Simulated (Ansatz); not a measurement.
# CH₄BLiO: functionals against CCSD(T) at one geometry

An exercise on one series of results from a longer session: the logs are not shown, and one member is left open.

Method: single points in def2-TZVPP; program: Ansatz 0.2.0, Gaussian basis.

Cores are frozen in the correlated methods. The outer core shell of Li, Na, Mg and K is correlated.

### The starting structure

SMILES `[Li][O]CB`, 8 atoms, charge 0, spin multiplicity 1.

Atoms are counted from 1 here; the program's logs count them from 0.

Bond lengths: Li1–O2 1.558 Å, O2–C3 1.370 Å, C3–B4 1.574 Å, C3–H5 1.057 Å, C3–H6 1.181 Å, B4–H7 1.180 Å, B4–H8 1.202 Å. Angles: Li1–O2–C3 168.0°, O2–C3–B4 120.0°, O2–C3–H5 111.7°, O2–C3–H6 110.7°, B4–C3–H5 107.4°, B4–C3–H6 105.7°, H5–C3–H6 99.3°, C3–B4–H7 117.6°, C3–B4–H8 121.1°, H7–B4–H8 121.3°.

Coordinates:

```xyz
8

Li   -2.77970   -0.53470    0.25560
O    -1.37830    0.14590    0.27160
C    -0.06180    0.50520    0.15080
B     1.00190   -0.55100   -0.32940
H     0.05390    1.36660   -0.44990
H     0.34980    0.92980    1.17280
H     2.13170   -0.21200   -0.36370
H     0.67980   -1.67770   -0.59750
```

The first run:

run/in.yaml reads:

```yaml
crystal:
  periodic: [false, false, false]
  atoms:
    - {symbol: Li, position_ang: [-2.779700, -0.534700, 0.255600]}
    - {symbol: O, position_ang: [-1.378300, 0.145900, 0.271600]}
    - {symbol: C, position_ang: [-0.061800, 0.505200, 0.150800]}
    - {symbol: B, position_ang: [1.001900, -0.551000, -0.329400]}
    - {symbol: H, position_ang: [0.053900, 1.366600, -0.449900]}
    - {symbol: H, position_ang: [0.349800, 0.929800, 1.172800]}
    - {symbol: H, position_ang: [2.131700, -0.212000, -0.363700]}
    - {symbol: H, position_ang: [0.679800, -1.677700, -0.597500]}
basis:
  gaussian: {orbitals: def2-TZVPP}
correlation: {method: ccsd_t}
output: {forces: true}
```

The command line of these runs was not kept.

Among the steps run: CCSD(T)/def2-TZVPP; PBE0-D4/def2-TZVPP; wB97M-V/def2-TZVPP; r2SCAN-D4/def2-TZVPP; PBE-D4/def2-TZVPP; revPBE-D4/def2-TZVPP; SPW92/def2-TZVPP.

One table of the session follows, with a row left open; its other results are not shown here.

| method | RMS force component (eV/Å) | angle to CCSD(T) forces (°) | dipole (D) |
| --- | --- | --- | --- |
| CCSD(T) | 0.731 | reference | 5.41 |
| PBE0-D4 | ? | ? | ? |
| wB97M-V | 0.738 | 5.9 | 5.33 |
| r2SCAN-D4 | 0.752 | 11.3 | 5.51 |
| PBE-D4 | 0.773 | 15.1 | 5.32 |
| revPBE-D4 | 0.769 | 13.7 | 5.36 |
| SPW92 | 0.861 | 26.3 | 5.29 |

Estimate the missing values for PBE0-D4.

**Answer.** RMS force component (eV/Å): 0.762; angle to CCSD(T) forces (°): 12.4; dipole (D): 5.40. In the column «RMS force component (eV/Å)» it lies between r2SCAN-D4 (0.752) and revPBE-D4 (0.769).
